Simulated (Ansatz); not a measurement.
The system is NaLaMnMoO6.

```xyz
10
Lattice="0.0000 3.8626 3.8626 3.8626 0.0000 3.8626 3.8626 3.8626 0.0000" Properties=species:S:1:pos:R:3 pbc="T T T"
Na    1.9313    1.9313    1.9313
La    5.7939    5.7939    5.7939
Mn    3.8626    3.8626    3.8626
Mo    0.0000    0.0000    0.0000
O     1.9574    3.8626    3.8626
O     3.8626    3.8626    1.9574
O     3.8626    1.9574    3.8626
O     3.8626    5.7678    3.8626
O     3.8626    3.8626    5.7678
O     5.7678    3.8626    3.8626
```

The cell was built by a generator and needn't be a form met in nature.

```yaml
Program: Ansatz 0.2.0
Task: relaxation of cell and atoms
Functional: r2SCAN
Dispersion: rVV10
Potentials_or_basis: Ansatz PAW
Cutoff: "500 eV (not typed: the program's choice for these potentials)"
k_mesh: 5 × 5 × 5
Occupations: fermi-dirac, width 0.05 eV
Spin: collinear spin, ferromagnetic start
Starting_moments: "[0.0, 0.0, 4.0, 1.0, 0.0, 0.0, 0.0, 0.0, 0.0, 0.0] μB"
```

At the start: volume 11.53 Å³/atom.

**Question.** Where does the relaxation end?

**Answer.** It ends after 5 steps and the volume is 11.28 Å³/atom (-2.2 %); space group F-43m (No. 216, to 0.05 Å); moment 1.21 μB per cell.

The path:
```csv
step,energy change (eV),largest force (eV/Å),volume (Å³)
1,0.0000,0.3572,115.26
2,-0.0409,0.2317,113.23
3,-0.0467,0.0527,112.69
4,-0.0469,0.0036,112.76
5,-0.0454,0.0037,112.76
```

Final structure:
```
Na La Mn Mo O
1.0
     0.00000    3.83447    3.83447
     3.83447    0.00000    3.83447
     3.83447    3.83447    0.00000
Na La Mn Mo O
1 1 1 1 6
Direct
  0.25000 0.25000 0.25000
  0.75000 0.75000 0.75000
  0.50000 0.50000 0.50000
  0.00000 0.00000 0.00000
  0.74504 0.25496 0.25496
  0.25496 0.25496 0.74504
  0.25496 0.74504 0.25496
  0.74504 0.25496 0.74504
  0.74504 0.74504 0.25496
  0.25496 0.74504 0.74504
```

Caveat: the magnetic or orbital state may not be the lowest; the plane-wave basis is chosen anew once the cell has moved, so the energies of steps on either side of that aren't comparable; a cell with one magnetic atom can't hold antiferromagnetic order, which such compounds often take; the PAW data sets come from PBE, with cores solved anew for the run's functional, which leaves a small shift of forces and pressure; the starting moments weren't kept.
